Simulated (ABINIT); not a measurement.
# LiY3 (Fm-3m) in ABINIT: reference runs

How does LiY3 come out in PBE? The cell is run as given and disturbed.

All numbers are computed with ABINIT 10.8.3 (patched build); they aren't measurements. Logs are shortened: lines on timing, memory, paths and dates and some standing lists are left out, and cuts for length are marked. The log counts tension as positive stress, the text compression.

## Step 1: The structure

The structure is cubic, space group Fm-3m (No. 225). Conventional cell: a = 7.800 Å, b = 7.800 Å, c = 7.800 Å, α = 90.00°, β = 90.00°, γ = 90.00°. Around Y (site symmetry m-3m) lie 8 Y at 3.38 Å. Y (site symmetry -43m) has 4 Li at 3.38 Å and 4 Y at 3.38 Å as nearest neighbours. Li (site symmetry m-3m) has 8 Y at 3.38 Å as nearest neighbours.

The cell comes from a database or a generator and needn't be the stable form of this composition.

## Step 2: Single point, PBE

run.abi reads:

```
pp_dirpath "./"
pseudos "Y.GGA_PBE-JTH.xml, Li.GGA_PBE-JTH.xml"

structure "poscar:POSCAR"
natom 4

ecut 16.0
pawecutdg 32.0
pawxcdev 0

kptopt 1
ngkpt 6 6 6
nshiftk 1
shiftk 0.0 0.0 0.0

ixc 11

nband 22
occopt 3
tsmear 0.05 eV

nstep 100
tolvrs 1.0e-9

iomode 3
prtwf 0
prteig 0
prtebands 0
prtden 1
prtvha 1
prtvclmb 1
prtpot 1
```

POSCAR reads:

```
LiY3
1.0
    0.0000000000      3.8998520000      3.8998520000
    3.8998520000      0.0000000000      3.8998520000
    3.8998520000      3.8998520000      0.0000000000
Y Li
3 1
Direct
    0.5000000000      0.5000000000      0.5000000000  Y
    0.7500000000      0.7500000000      0.7500000000  Y
    0.2500000000      0.2500000000      0.2500000000  Y
    0.0000000000      0.0000000000      0.0000000000  Li
```

Potentials or basis: JTH PAW PBE v2.0.

Command:

```
> abinit run.abi > log 2>&1
```

run.abo:

```text
.Version 10.8.3 of ABINIT
 Symmetries : space group Fm -3 m (#225); Bravais cF (face-center cubic)
================================================================================
 Values of the parameters that define the memory need of the present run
     intxc =       0    ionmov =       0      iscf =      17    lmnmax =      18
     lnmax =       6     mgfft =      40  mpssoang =       3    mqgrid =    3001
     natom =       4  nloc_mem =       2    nspden =       1   nspinor =       1
    nsppol =       1      nsym =      48    n1xccc =       1    ntypat =       2
    occopt =       3   xclevel =       2
       mpw =        2475          nfft =       64000          nkpt =          16
 PAW method is used; the additional fine FFT grid is defined by:
   mgfftf=        54    nfftf =    157464
================================================================================
================================================================================

--------------------------------------------------------------------------------
------------- Echo of variables that govern the present computation ------------
--------------------------------------------------------------------------------
 -outvars: echo values of preprocessed input variables --------
            acell      1.0000000000E+00  1.0000000000E+00  1.0000000000E+00 Bohr
              amu      8.89058500E+01  6.94100000E+00
             ecut      1.60000000E+01 Hartree
              ixc          11
         kptrlatt        6    0    0      0    6    0      0    0    6
          kptrlen      6.25335726E+01
            natom           4
            nband          22
            ngfft          40      40      40
          ngfftdg          54      54      54
             nkpt          16
            nstep         100
             nsym          48
           ntypat           2
           occopt           3
        pawecutdg      3.20000000E+01 Hartree
         pawxcdev           0
        prtebands           0
           prteig           0
           prtpot           1
         prtvclmb           1
           prtvha           1
            prtwf           0
            rprim      0.0000000000E+00  7.3696522116E+00  7.3696522116E+00
                       7.3696522116E+00  0.0000000000E+00  7.3696522116E+00
                       7.3696522116E+00  7.3696522116E+00  0.0000000000E+00
          spgroup         225
           tolvrs      1.00000000E-09
           tsmear      1.83746611E-03 Hartree
            typat      1  1  1  2
           useylm           1
           xangst      3.8998520000E+00  3.8998520000E+00  3.8998520000E+00
                       5.8497780000E+00  5.8497780000E+00  5.8497780000E+00
                       1.9499260000E+00  1.9499260000E+00  1.9499260000E+00
                       0.0000000000E+00  0.0000000000E+00  0.0000000000E+00
            xcart      7.3696522116E+00  7.3696522116E+00  7.3696522116E+00
                       1.1054478317E+01  1.1054478317E+01  1.1054478317E+01
                       3.6848261058E+00  3.6848261058E+00  3.6848261058E+00
                       0.0000000000E+00  0.0000000000E+00  0.0000000000E+00
             xred      5.0000000000E-01  5.0000000000E-01  5.0000000000E-01
                       7.5000000000E-01  7.5000000000E-01  7.5000000000E-01
                       2.5000000000E-01  2.5000000000E-01  2.5000000000E-01
                       0.0000000000E+00  0.0000000000E+00  0.0000000000E+00
            znucl       39.00000    3.00000

================================================================================

 chkinp: Checking input parameters for consistency.

================================================================================
== DATASET  1 ==================================================================

--- !DatasetInfo
iteration_state: {dtset: 1, }
dimensions: {natom: 4, nkpt: 16, mband: 22, nsppol: 1, nspinor: 1, nspden: 1, mpw: 2475, }
cutoff_energies: {ecut:  16.0, pawecutdg:  32.0, }
electrons: {nelect:   3.60000000E+01, charge:   0.00000000E+00, occopt:   3.00000000E+00, tsmear:   1.83746611E-03, }
meta: {optdriver: 0, ionmov: 0, optcell: 0, iscf: 17, paral_kgb: 0, }
...

 Exchange-correlation functional for the present dataset will be:
  GGA: Perdew-Burke-Ernzerhof functional - ixc=11
  J.P.Perdew, K.Burke, M.Ernzerhof, PRL 77, 3865 (1996)

 Real(R)+Recip(G) space primitive vectors, cartesian coordinates (Bohr,Bohr^-1):
 R(1)=  0.0000000  7.3696522  7.3696522  G(1)= -0.0678458  0.0678458  0.0678458
 R(2)=  7.3696522  0.0000000  7.3696522  G(2)=  0.0678458 -0.0678458  0.0678458
 R(3)=  7.3696522  7.3696522  0.0000000  G(3)=  0.0678458  0.0678458 -0.0678458
 Unit cell volume ucvol=  8.0051777E+02 bohr^3
 Angles (23,13,12)=  6.00000000E+01  6.00000000E+01  6.00000000E+01 degrees

[... 85 lines left out ...]
- [ -4.56711719E-30,  -1.37013516E-29,   1.37013516E-29, ]
- [ -9.13423438E-30,   1.82684688E-29,   0.00000000E+00, ]
- [  6.85067578E-30,  -2.28355859E-30,  -6.85067578E-30, ]
force_length_stats: {min:   9.95380114E-30, max:   2.04247690E-29, mean:   1.50599934E-29, }
...

 Integrated electronic density in atomic spheres:
 ------------------------------------------------
 Atom  Sphere_radius  Integrated_density
    1        2.22007          8.08725933
    2        2.22007          8.04174358
    3        2.22007          8.04174358
    4        1.60265          2.06075971

================================================================================

 ----iterations are completed or convergence reached----

 Mean square residual over all n,k,spin=   56.329E-08; max=  12.580E-05
 reduced coordinates (array xred) for    4 atoms
       0.500000000000      0.500000000000      0.500000000000
       0.750000000000      0.750000000000      0.750000000000
       0.250000000000      0.250000000000      0.250000000000
       0.000000000000      0.000000000000      0.000000000000
 rms dE/dt=  8.3582E-29; max dE/dt=  1.6829E-28; dE/dt below (all hartree)
    1       0.000000000000      0.000000000000      0.000000000000
    2      -0.000000000000     -0.000000000000      0.000000000000
    3      -0.000000000000      0.000000000000     -0.000000000000
    4       0.000000000000      0.000000000000      0.000000000000

 cartesian coordinates (angstrom) at end:
    1      3.89985200000000     3.89985200000000     3.89985200000000
    2      5.84977800000000     5.84977800000000     5.84977800000000
    3      1.94992600000000     1.94992600000000     1.94992600000000
    4      0.00000000000000     0.00000000000000     0.00000000000000

 cartesian forces (hartree/bohr) at end:
    1      0.00000000000000    -0.00000000000000    -0.00000000000000
    2     -0.00000000000000    -0.00000000000000     0.00000000000000
    3     -0.00000000000000     0.00000000000000     0.00000000000000
    4      0.00000000000000    -0.00000000000000    -0.00000000000000
 frms,max,avg= 9.1816853E-30 1.8268469E-29   0.000E+00  0.000E+00  0.000E+00 h/b

 cartesian forces (eV/Angstrom) at end:
    1      0.00000000000000    -0.00000000000000    -0.00000000000000
    2     -0.00000000000000    -0.00000000000000     0.00000000000000
    3     -0.00000000000000     0.00000000000000     0.00000000000000
    4      0.00000000000000    -0.00000000000000    -0.00000000000000
 frms,max,avg= 4.7214124E-28 9.3940243E-28   0.000E+00  0.000E+00  0.000E+00 e/A
 length scales=  1.000000000000  1.000000000000  1.000000000000 bohr
              =  0.529177210544  0.529177210544  0.529177210544 angstroms
 Fermi (or HOMO) energy (hartree) =   0.23020   Average Vxc (hartree)=  -0.33501
 Eigenvalues (hartree) for nkpt=  16  k points:
 kpt#   1, nband= 22, wtk=  0.00463, kpt=  0.0000  0.0000  0.0000 (reduced coord)
  -1.44533   -1.34896   -1.34745   -1.34101   -0.61608   -0.61608   -0.61608   -0.61446
  -0.61446   -0.61446   -0.60245   -0.60245   -0.60245    0.06412    0.19650    0.19650
   0.21464    0.21464    0.21464    0.24908    0.24908    0.24908
      occupation numbers for kpt#   1
   2.00000    2.00000    2.00000    2.00000    2.00000    2.00000    2.00000    2.00000
   2.00000    2.00000    2.00000    2.00000    2.00000    2.00000    2.00000    2.00000
   1.99958    1.99958    1.99958    0.00007    0.00007    0.00007
 prteigrs : prtvol=0 or 1, do not print more k-points.

--- !EnergyTerms
iteration_state     : {dtset: 1, }
comment             : Components of total free energy in Hartree
kinetic             :  3.39702134072105E+01
hartree             :  2.47798089594492E+01
xc                  : -2.45068976020157E+01
Ewald energy        : -8.60013099959855E+01
psp_core            :  2.29228417999415E+00
local_psp           : -1.00301316256781E+02
PAW spherical_terms :  2.61387486898333E+01
internal            : -1.23628468618295E+02
'-kT*entropy'       : -1.31240049269139E-03
total_energy        : -1.23629781018788E+02
total_energy_eV     : -3.36413772280828E+03
...

--- !EnergyTermsDC
iteration_state     : {dtset: 1, }
comment             : '"Double-counting" decomposition of free energy'
band_energy         : -2.01518532209641E+01
Ewald energy        : -8.60013099959855E+01
psp_core            :  2.29228417999415E+00
xc_dc               : -2.60149710442355E+01
PAW spherical_terms :  6.24738740552246E+00
internal            : -1.23628462675668E+02
'-kT*entropy'       : -1.31240049269139E-03
total_energy_dc     : -1.23629775076161E+02
total_energy_dc_eV  : -3.36413756110118E+03
...

--- !EnergyTermsWithPAWCore
iteration_state     : {dtset: 1, }
comment             : 'Components of total free energy, including PAW core contributions'
Total energy        : -1.01635759782193E+04
Total energy DC     : -1.01635759722767E+04
Total energy (eV)   : -2.76564991583699E+05
Total energy DC (eV): -2.76564991421992E+05
...

 Cartesian components of stress tensor (hartree/bohr^3)
  sigma(1 1)=  2.39199726E-06  sigma(3 2)=  0.00000000E+00
  sigma(2 2)=  2.39199726E-06  sigma(3 1)=  0.00000000E+00
  sigma(3 3)=  2.39199726E-06  sigma(2 1)=  0.00000000E+00

-Cartesian components of stress tensor (GPa)         [Pressure= -7.0375E-02 GPa]
- sigma(1 1)=  7.03749889E-02  sigma(3 2)=  0.00000000E+00
- sigma(2 2)=  7.03749889E-02  sigma(3 1)=  0.00000000E+00
- sigma(3 3)=  7.03749889E-02  sigma(2 1)=  0.00000000E+00

== END DATASET(S) ==============================================================
================================================================================

 -outvars: echo values of variables after computation  --------
            acell      1.0000000000E+00  1.0000000000E+00  1.0000000000E+00 Bohr
           etotal     -1.2362977508E+02
            fcart      6.8506757829E-30 -2.2835585943E-30 -6.8506757829E-30
                      -4.5671171886E-30 -1.3701351566E-29  1.3701351566E-29
                      -9.1342343772E-30  1.8268468754E-29  0.0000000000E+00
                       6.8506757829E-30 -2.2835585943E-30 -6.8506757829E-30
            rprim      0.0000000000E+00  7.3696522116E+00  7.3696522116E+00
                       7.3696522116E+00  0.0000000000E+00  7.3696522116E+00
                       7.3696522116E+00  7.3696522116E+00  0.0000000000E+00
           strten      2.3919972557E-06  2.3919972557E-06  2.3919972557E-06
                       0.0000000000E+00  0.0000000000E+00  0.0000000000E+00
           xangst      3.8998520000E+00  3.8998520000E+00  3.8998520000E+00
                       5.8497780000E+00  5.8497780000E+00  5.8497780000E+00
                       1.9499260000E+00  1.9499260000E+00  1.9499260000E+00
                       0.0000000000E+00  0.0000000000E+00  0.0000000000E+00
             xred      5.0000000000E-01  5.0000000000E-01  5.0000000000E-01
                       7.5000000000E-01  7.5000000000E-01  7.5000000000E-01
                       2.5000000000E-01  2.5000000000E-01  2.5000000000E-01
                       0.0000000000E+00  0.0000000000E+00  0.0000000000E+00
 Calculation completed.
```

Run time: 40 s. Hardware: 1 thread of Arm Neoverse V1, shared host; peak memory 0.16 GiB.

Results:

* Free energy: -3364.1376 eV
* Pressure: -0.1 GPa
* Band gap on the k mesh: none (metal or under the smearing width)
* Valence electrons inside the program's atomic spheres: Y 8.09, 8.04; Li 2.06

## Step 3: Single point, PBE (atoms moved at random, drawn with an rms of 0.05 Å)

run.abi reads:

```
# Pseudopotentials
pp_dirpath "./"
pseudos "Y.GGA_PBE-JTH.xml, Li.GGA_PBE-JTH.xml"

# Structure
acell 3*1.0
rprim
     0.0000000000     7.3696522066     7.3696522066
     7.3696522066     0.0000000000     7.3696522066
     7.3696522066     7.3696522066     0.0000000000
ntypat 2
znucl 39 3
natom 4
typat 1 1 1 2
xcart
     3.9051713981     3.8748851475     3.9084004756
     5.8384879285     5.8387141199     5.8847362733
     1.9474846926     1.9643905511     1.9040832397
    -0.0509203676    -0.0272014677     0.0209110064 Angstrom
chkprim 0
chksymtnons 0
tolsym 1.0e-6

# Plane-wave basis
ecut 16.0
pawecutdg 32.0
pawxcdev 0

# k points
kptopt 1
ngkpt 6 6 6
nshiftk 1
shiftk 0.0 0.0 0.0

# Exchange and correlation
ixc 11

# Bands and occupations
nband 22
occopt 3
tsmear 0.05 eV

# SCF cycle
nstep 100
tolvrs 1.0e-9

# Output
iomode 3
prtwf 0
prtden 0
prteig 0
prtebands 0
```

Potentials or basis: JTH PAW PBE v2.0.

Command:

```
> abinit run.abi > log 2>&1
```

run.abo:

```text
.Version 10.8.3 of ABINIT
 Symmetries : space group P1 (#  1); Bravais aP (primitive triclinic)
================================================================================
 Values of the parameters that define the memory need of the present run
     intxc =       0    ionmov =       0      iscf =      17    lmnmax =      18
     lnmax =       6     mgfft =      40  mpssoang =       3    mqgrid =    3001
     natom =       4  nloc_mem =       2    nspden =       1   nspinor =       1
    nsppol =       1      nsym =       1    n1xccc =       1    ntypat =       2
    occopt =       3   xclevel =       2
       mpw =        2475          nfft =       64000          nkpt =         112
 PAW method is used; the additional fine FFT grid is defined by:
   mgfftf=        54    nfftf =    157464
================================================================================
================================================================================

--------------------------------------------------------------------------------
------------- Echo of variables that govern the present computation ------------
[... 277 lines left out ...]

 -outvars: echo values of variables after computation  --------
            acell      1.0000000000E+00  1.0000000000E+00  1.0000000000E+00 Bohr
           etotal     -1.2362935812E+02
            fcart     -7.2323153981E-04  1.8526244039E-03 -1.0026581991E-03
                      -3.4325181507E-05 -5.5284349816E-04 -1.8921670756E-03
                      -6.5519212947E-04 -2.4031502094E-03  3.8075725308E-03
                       1.4127488508E-03  1.1033693037E-03 -9.1274725611E-04
            rprim      0.0000000000E+00  7.3696522066E+00  7.3696522066E+00
                       7.3696522066E+00  0.0000000000E+00  7.3696522066E+00
                       7.3696522066E+00  7.3696522066E+00  0.0000000000E+00
           strten      1.7360417609E-06  1.8190729712E-06  2.8568593491E-07
                      -2.3620697828E-08 -2.0549113127E-06  7.3481706159E-06
           xangst      3.9051713981E+00  3.8748851475E+00  3.9084004756E+00
                       5.8384879285E+00  5.8387141199E+00  5.8847362733E+00
                       1.9474846926E+00  1.9643905511E+00  1.9040832397E+00
                      -5.0920367600E-02 -2.7201467700E-02  2.0911006400E-02
             xred      4.9721300034E-01  5.0497900034E-01  4.9638500033E-01
                       7.5451100050E-01  7.5445300051E-01  7.4265200051E-01
                       2.4629000017E-01  2.4195500015E-01  2.5741900018E-01
                       5.7220000054E-03 -3.6000000794E-04 -1.2697000010E-02
 Calculation completed.
```

Wall time 4.3 min (1 thread of Arm Neoverse V1, shared host); peak memory 0.29 GiB.

Results:

```
Free energy                                           : -3364.1262 eV
Pressure                                              : 0.0 GPa
Largest force                                         : 0.234 eV/Å
Band gap on the k mesh                                : none (metal or under the smearing width)
Valence electrons inside the program's atomic spheres : Y 8.10, 8.05; Li 2.06
```

Forces on the atoms (eV/Å):
```
Y   -0.037  0.095 -0.052
Y   -0.002 -0.028 -0.097
Y   -0.034 -0.124  0.196
Li   0.073  0.057 -0.047
```

Stress tensor (GPa, compression positive):
```
-0.05 -0.22  0.06
-0.22 -0.05  0.00
 0.06  0.00 -0.01
```
